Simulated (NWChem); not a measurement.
# AlF3H3SbSi: a chain of runs

We compute the energy (singlet AlF3H3SbSi, BLYP-D2/3-21G), then the energy (singlet AlFH3Sb, BLYP-D2/3-21G), then a single-point energy (singlet F2Si, BLYP-D2/3-21G), then the energy (singlet AlFH3Sb, BLYP-D2/3-21G), then the energy (singlet F2Si, BLYP-D2/3-21G) of AlF3H3SbSi and its partners. 

The calculation is run with NWChem 7.3.0.

## (1) The molecule

AlF3H3SbSi: 9 atoms, total charge 0, spin state singlet.

Bond lengths: F1–Al2 1.653 Å, Al2–Sb3 2.636 Å, F7–Si8 1.602 Å, Si8–F9 1.602 Å, Al2–H4 1.582 Å, Sb3–H5 1.710 Å, Sb3–H6 1.709 Å. Angles: F1–Al2–Sb3 116.3°, F7–Si8–F9 100.6°, F1–Al2–H4 116.4°, Sb3–Al2–H4 127.3°, Al2–Sb3–H5 88.3°, Al2–Sb3–H6 87.8°, H5–Sb3–H6 91.6°.

## (2) The energy at BLYP-D2/3-21G (pair key e27b1755b3, separation 1) (run 1)

Input file calc.nw:

```
start calc
title "AlF3H3SbSi energy"
memory 2200 mb

geometry units angstroms noautosym nocenter noautoz
 F       -1.121620      -1.621770       1.270000
 Al      -0.343120      -1.028670      -0.062100
 Sb       1.272880       1.014330       0.342500
 H       -0.601820      -1.790070      -1.424000
 H        0.835080       1.602630      -1.202200
 H       -0.041420       1.823530       1.075800
 F       -2.484900      -3.662780      -1.883450
 Si      -2.668900      -4.904230      -2.878330
 F       -2.483360      -4.177950      -4.293590
end

basis spherical bse
 * library 3-21G
end

dft
 xc becke88 lyp
 disp vdw 2
 grid fine
 convergence energy 1e-08
 iterations 100
 mulliken
 noprint "final vectors analysis"
end

task dft
```

Run with:

```
$ nwchem calc.nw > calc.out
```

Standard output:

```text
Northwest Computational Chemistry Package (NWChem) 7.3.0
             --------------------------------------------------------

           Job information
           ---------------

    nwchem branch   = 7.3.0
    use scalapack   = T
    input           = calc.nw
    prefix          = calc.
    data base       = ./calc.db
    status          = startup
    nproc           =        1

           Memory information
           ------------------

    heap     =     72089596 doubles =      550.0 Mbytes
    stack    =     72089601 doubles =      550.0 Mbytes
    global   =    144179200 doubles =     1100.0 Mbytes (distinct from heap & stack)
    total    =    288358397 doubles =     2200.0 Mbytes
    verify   = yes
    hardfail = no

[... 39 lines left out ...]
            Nuclear Dipole moment (a.u.)
[... 102 lines left out ...]
          Convergence on energy requested:  1.00D-08
[... 22 lines left out ...]
          Spatial weights used:  Erf1
[... 4 lines left out ...]
          total energy or number of iterations.
[... 34 lines left out ...]
 2-e energy   =    3292.737552
[... 68 lines left out ...]
      One electron energy =   -10998.824277753556
[... 2 lines left out ...]
 Nuclear repulsion energy =      590.326460026431
[... 31 lines left out ...]
 center of mass
 --------------
 x =  -0.36479016 y =  -1.76608331 z =  -1.08618976

 moments of inertia (a.u.)
 ------------------
        6736.903834506578       -3200.407327881564       -1807.892626168579
       -3200.407327881564        4535.537316699711       -2668.574948380663
       -1807.892626168579       -2668.574948380663        6836.629640326486

     Multipole analysis of the density
     ---------------------------------

     L   x y z        total         alpha         beta         nuclear
     -   - - -        -----         -----         ----         -------
     0   0 0 0     -0.000000    -54.000000    -54.000000    108.000000

     1   1 0 0     -0.028524     29.772884     29.772884    -59.574292
[... 8 lines of this table left out ...]
     2   0 0 2    -56.223951   -633.419732   -633.419732   1210.615513

 Task  times  cpu:       10.0s     wall:       10.0s
 Total times  cpu:       10.0s     wall:       10.0s
```

Wall time 11 s (1 thread of Intel Xeon Platinum 8488C (Sapphire Rapids), shared host); peak memory 0.12 GiB.

## (3) AlFH3Sb: a single-point energy at BLYP-D2/3-21G (pair key e27b1755b3, separation 1) (run 2)

Input file alfh3sb.nw:

```
start alfh3sb
memory 2200 mb

geometry units angstrom noautosym nocenter noautoz
F    -1.121620   -1.621770    1.270000
Al   -0.343120   -1.028670   -0.062100
Sb    1.272880    1.014330    0.342500
H    -0.601820   -1.790070   -1.424000
H     0.835080    1.602630   -1.202200
H    -0.041420    1.823530    1.075800
end

basis spherical bse
* library 3-21G
end

dft
xc becke88 lyp
mult 1
disp vdw 2
grid fine
convergence energy 1e-08
iterations 100
mulliken
noprint "final vectors analysis"
end

task dft
```

Run with:

```
$ nwchem alfh3sb.nw > alfh3sb.out
```

Standard output:

```text
Northwest Computational Chemistry Package (NWChem) 7.3.0
             --------------------------------------------------------

           Job information
           ---------------

    nwchem branch   = 7.3.0
    use scalapack   = T
    input           = alfh3sb.nw
    prefix          = alfh3sb.
    data base       = ./alfh3sb.db
    status          = startup
    nproc           =        1

           Memory information
           ------------------

    heap     =     72089596 doubles =      550.0 Mbytes
    stack    =     72089601 doubles =      550.0 Mbytes
    global   =    144179200 doubles =     1100.0 Mbytes (distinct from heap & stack)
    total    =    288358397 doubles =     2200.0 Mbytes
    verify   = yes
    hardfail = no

[... 36 lines left out ...]
            Nuclear Dipole moment (a.u.)
[... 96 lines left out ...]
          Convergence on energy requested:  1.00D-08
[... 21 lines left out ...]
          Spatial weights used:  Erf1
[... 4 lines left out ...]
          total energy or number of iterations.
[... 34 lines left out ...]
 2-e energy   =    2800.929284
[... 43 lines left out ...]
      One electron energy =    -9719.164441787243
[... 2 lines left out ...]
 Nuclear repulsion energy =      288.597487419807
[... 33 lines left out ...]
 center of mass
 --------------
 x =   1.37383005 y =   0.73093486 z =   0.69290088

 moments of inertia (a.u.)
 ------------------
         762.119612129022        -552.670774387490          68.788587990926
        -552.670774387490         574.905351340222          60.337322551012
          68.788587990926          60.337322551012        1145.952942129494

     Multipole analysis of the density
     ---------------------------------

     L   x y z        total         alpha         beta         nuclear
     -   - - -        -----         -----         ----         -------
     0   0 0 0     -0.000000    -38.000000    -38.000000     76.000000

     1   1 0 0      0.094139    -47.719138    -47.719138     95.532414
[... 8 lines of this table left out ...]
     2   0 0 2    -37.467334    -63.692043    -63.692043     89.916752

 Task  times  cpu:        5.3s     wall:        5.3s
 Total times  cpu:        5.3s     wall:        5.3s
```

Run time: 6 s. Hardware: 1 thread of Intel Xeon Platinum 8488C (Sapphire Rapids), shared host; peak memory 0.12 GiB.

## (4) F2Si: the energy at BLYP-D2/3-21G (pair key e27b1755b3, separation 1) (run 3)

Input file f2si.nw:

```
start f2si
memory total 2200 mb
charge 0

geometry units angstroms noautosym nocenter noautoz
  F     -2.484900    -3.662780    -1.883450
  Si    -2.668900    -4.904230    -2.878330
  F     -2.483360    -4.177950    -4.293590
end

basis "ao basis" spherical bse
  * library 3-21G
end

dft
  xc becke88 lyp
  disp vdw 2
  grid fine
  convergence energy 1e-08
  maxiter 100
  mulliken
  noprint "final vectors analysis"
end

task dft energy
```

Run with:

```
$ nwchem f2si.nw > f2si.out
```

Standard output:

```text
Northwest Computational Chemistry Package (NWChem) 7.3.0
             --------------------------------------------------------

           Job information
           ---------------

    nwchem branch   = 7.3.0
    use scalapack   = T
    input           = f2si.nw
    prefix          = f2si.
    data base       = ./f2si.db
    status          = startup
    nproc           =        1

           Memory information
           ------------------

    heap     =     72089596 doubles =      550.0 Mbytes
    stack    =     72089601 doubles =      550.0 Mbytes
    global   =    144179200 doubles =     1100.0 Mbytes (distinct from heap & stack)
    total    =    288358397 doubles =     2200.0 Mbytes
    verify   = yes
    hardfail = no

[... 31 lines left out ...]
            Nuclear Dipole moment (a.u.)
[... 81 lines left out ...]
          Convergence on energy requested:  1.00D-08
[... 19 lines left out ...]
          Spatial weights used:  Erf1
[... 4 lines left out ...]
          total energy or number of iterations.
[... 34 lines left out ...]
 2-e energy   =     290.742359
[... 33 lines left out ...]
      One electron energy =     -877.310060401391
[... 2 lines left out ...]
 Nuclear repulsion energy =      100.658222732115
[... 27 lines left out ...]
 center of mass
 --------------
 x =  -4.84239237 y =  -8.19684603 z =  -5.66801858

 moments of inertia (a.u.)
 ------------------
         264.290494836261         -10.433304085515           2.360596034784
         -10.433304085515         201.553376612873         -30.219654091146
           2.360596034784         -30.219654091146          66.666139771552

     Multipole analysis of the density
     ---------------------------------

     L   x y z        total         alpha         beta         nuclear
     -   - - -        -----         -----         ----         -------
     0   0 0 0     -0.000000    -16.000000    -16.000000     32.000000

     1   1 0 0     -0.040481     77.533112     77.533112   -155.106706
[... 8 lines of this table left out ...]
     2   0 0 2    -18.981183   -569.839972   -569.839972   1120.698761

 Task  times  cpu:        0.8s     wall:        0.8s
 Total times  cpu:        0.8s     wall:        0.8s
```

It took 1.4 s on 1 thread of Intel Xeon Platinum 8488C (Sapphire Rapids), shared host; peak memory 0.11 GiB.

## (5) AlFH3Sb among ghost functions: the energy at BLYP-D2/3-21G (pair key e27b1755b3, separation 1, with ghost functions) (run 4)

Input file calc.nw:

```
start calc
title "AlFH3Sb"
memory 2200 mb
geometry units angstrom noautosym nocenter noautoz
   F       -1.121620      -1.621770       1.270000
   Al      -0.343120      -1.028670      -0.062100
   Sb       1.272880       1.014330       0.342500
   H       -0.601820      -1.790070      -1.424000
   H        0.835080       1.602630      -1.202200
   H       -0.041420       1.823530       1.075800
   bqF     -2.484900    -3.662780    -1.883450
   bqSi    -2.668900    -4.904230    -2.878330
   bqF     -2.483360    -4.177950    -4.293590
end
basis spherical bse
   F library 3-21G
   Al library 3-21G
   Sb library 3-21G
   H library 3-21G
   bqF library F 3-21G
   bqSi library Si 3-21G
end
dft
   xc becke88 lyp
   disp vdw 2
   grid fine
   convergence energy 1e-08
   maxiter 100
   mulliken
   noprint "final vectors analysis"
end
task dft energy
```

Run with:

```
$ nwchem calc.nw > calc.out
```

Standard output:

```text
Northwest Computational Chemistry Package (NWChem) 7.3.0
             --------------------------------------------------------

           Job information
           ---------------

    nwchem branch   = 7.3.0
    use scalapack   = T
    input           = calc.nw
    prefix          = calc.
    data base       = ./calc.db
    status          = startup
    nproc           =        1

           Memory information
           ------------------

    heap     =     72089596 doubles =      550.0 Mbytes
    stack    =     72089601 doubles =      550.0 Mbytes
    global   =    144179200 doubles =     1100.0 Mbytes (distinct from heap & stack)
    total    =    288358397 doubles =     2200.0 Mbytes
    verify   = yes
    hardfail = no

[... 38 lines left out ...]
            Nuclear Dipole moment (a.u.)
[... 98 lines left out ...]
          Convergence on energy requested:  1.00D-08
[... 23 lines left out ...]
          Spatial weights used:  Erf1
[... 4 lines left out ...]
          total energy or number of iterations.
[... 34 lines left out ...]
 2-e energy   =    2800.929284
[... 65 lines left out ...]
      One electron energy =    -9719.144120860898
[... 2 lines left out ...]
 Nuclear repulsion energy =      288.597487419807
[... 31 lines left out ...]
 center of mass
 --------------
 x =   1.37383005 y =   0.73093486 z =   0.69290088

 moments of inertia (a.u.)
 ------------------
         762.119612129022        -552.670774387490          68.788587990926
        -552.670774387490         574.905351340222          60.337322551012
          68.788587990926          60.337322551012        1145.952942129494

     Multipole analysis of the density
     ---------------------------------

     L   x y z        total         alpha         beta         nuclear
     -   - - -        -----         -----         ----         -------
     0   0 0 0     -0.000000    -38.000000    -38.000000     76.000000

     1   1 0 0      0.099224    -47.716595    -47.716595     95.532414
[... 8 lines of this table left out ...]
     2   0 0 2    -37.497324    -63.707038    -63.707038     89.916752

 Task  times  cpu:       12.6s     wall:       12.6s
 Total times  cpu:       12.6s     wall:       12.6s
```

Wall time 14 s (1 thread of Intel Xeon Platinum 8488C (Sapphire Rapids), shared host); peak memory 0.12 GiB.

## (6) F2Si among ghost functions: a single-point energy at BLYP-D2/3-21G (pair key e27b1755b3, separation 1, with ghost functions) (run 5)

Input file m1.nw:

```
START m1
memory total 2200 mb

GEOMETRY units bohr noautosym nocenter noautoz
   F     -4.69578045    -6.92165105    -3.55920467
   Si    -5.04349005    -9.26765155    -5.43925540
   F     -4.69287027    -7.89518126    -8.11370919
   bqF     -2.119555    -3.064701     2.399952
   bqAl    -0.648403    -1.943905    -0.117352
   bqSb     2.405395     1.916806     0.647231
   bqH     -1.137275    -3.382742    -2.690970
   bqH      1.578072     3.028532    -2.271829
   bqH     -0.078272     3.445972     2.032967
END

BASIS spherical bse
   F library 3-21G
   Si library 3-21G
   bqF library F 3-21G
   bqAl library Al 3-21G
   bqSb library Sb 3-21G
   bqH library H 3-21G
END

DFT
   xc becke88 lyp
   disp vdw 2
   grid fine
   convergence energy 1e-08
   iterations 100
   mulliken
   print low
END

TASK dft energy
```

Run with:

```
$ nwchem m1.nw > m1.out
```

Standard output:

```text
Northwest Computational Chemistry Package (NWChem) 7.3.0
             --------------------------------------------------------

           Job information
           ---------------

    nwchem branch   = 7.3.0
    use scalapack   = T
    input           = m1.nw
    prefix          = m1.
    data base       = ./m1.db
    status          = startup
    nproc           =        1

           Memory information
           ------------------

    heap     =     72089598 doubles =      550.0 Mbytes
    stack    =     72089595 doubles =      550.0 Mbytes
    global   =    144179200 doubles =     1100.0 Mbytes (distinct from heap & stack)
    total    =    288358393 doubles =     2200.0 Mbytes
    verify   = yes
    hardfail = no

[... 30 lines left out ...]
            Nuclear Dipole moment (a.u.)
[... 131 lines left out ...]
   convergence    iter        energy       DeltaE   RMS-Dens  Diis-err    time
[... 13 lines left out ...]
         Total DFT energy =     -486.605621751505
      One electron energy =     -877.198310929159
           Coulomb energy =      331.721629252961
    Exchange-Corr. energy =      -41.786685269026
 Nuclear repulsion energy =      100.658215516997
[... 11 lines left out ...]
    Atom       Charge   Shell Charges
 -----------   ------   -------------------------------------------------------
    1 F    9     9.33   1.98  0.45  2.50  1.53  2.87
    2 Si  14    13.31   2.00  1.97  5.84  0.88  1.13  0.98  0.50
    3 F    9     9.34   1.98  0.45  2.50  1.53  2.88
[... 5 lines of this table left out ...]
    9 X    0     0.00  -0.00  0.00

     -------------------------------------------
      Total Density - Lowdin Population Analysis
     -------------------------------------------

    Atom       Charge   Shell Charges
 -----------   ------   -------------------------------------------------------
    1 F    9     9.21   1.98  0.61  2.49  1.23  2.89
    2 Si  14    13.54   2.00  1.97  5.76  0.85  1.22  0.99  0.75
    3 F    9     9.22   1.98  0.61  2.50  1.23  2.90
[... 5 lines of this table left out ...]
    9 X    0     0.00   0.00  0.00

 Task  times  cpu:       13.0s     wall:       13.0s
 Total times  cpu:       13.1s     wall:       13.1s
```

Run time: 14 s. Hardware: 1 thread of Intel Xeon Platinum 8488C (Sapphire Rapids), shared host; peak memory 0.12 GiB.

## (7) Summary of results

| quantity | value |
| --- | --- |
| run 1, BLYP-D2/3-21G: total energy | -7117.09175 Eh |
| run 1, BLYP-D2/3-21G: dipole moment | 0.91 D |
| run 1, BLYP-D2/3-21G: dispersion energy | -14.11 kJ/mol |
| AlFH3Sb: total energy | -6630.48493 Eh |
| AlFH3Sb: dipole moment | 0.92 D |
| AlFH3Sb: dispersion energy | -9.23 kJ/mol |
| F2Si: total energy | -486.60086 Eh |
| F2Si: dipole moment | 0.57 D |
| F2Si: dispersion energy | -1.23 kJ/mol |
| AlFH3Sb among ghost functions: total energy | -6630.48586 Eh |
| AlFH3Sb among ghost functions: dipole moment | 0.92 D |
| AlFH3Sb among ghost functions: dispersion energy | -9.23 kJ/mol |
| F2Si among ghost functions: total energy | -486.60562 Eh |
| F2Si among ghost functions: dispersion energy | -1.23 kJ/mol |
| interaction energy of the rigid parts AlFH3Sb and F2Si (parts in their own basis) | -0.162 eV |
| interaction energy of the rigid parts AlFH3Sb and F2Si (parts in the whole basis, counterpoise) | -0.007 eV |

In words: The interaction energy of the rigid parts AlFH3Sb and F2Si (parts in their own basis) is −0.16 eV (−15.7 kJ/mol): the parts attract. The interaction energy of the rigid parts AlFH3Sb and F2Si (parts in the whole basis, counterpoise) is −0.01 eV (−0.7 kJ/mol): the parts attract. The basis-set superposition error is 14.9 kJ/mol. Relativity is left out although the molecule holds a heavy atom. Mulliken charges (F2Si) run from -0.34 on F1 to +0.68 on Si2.
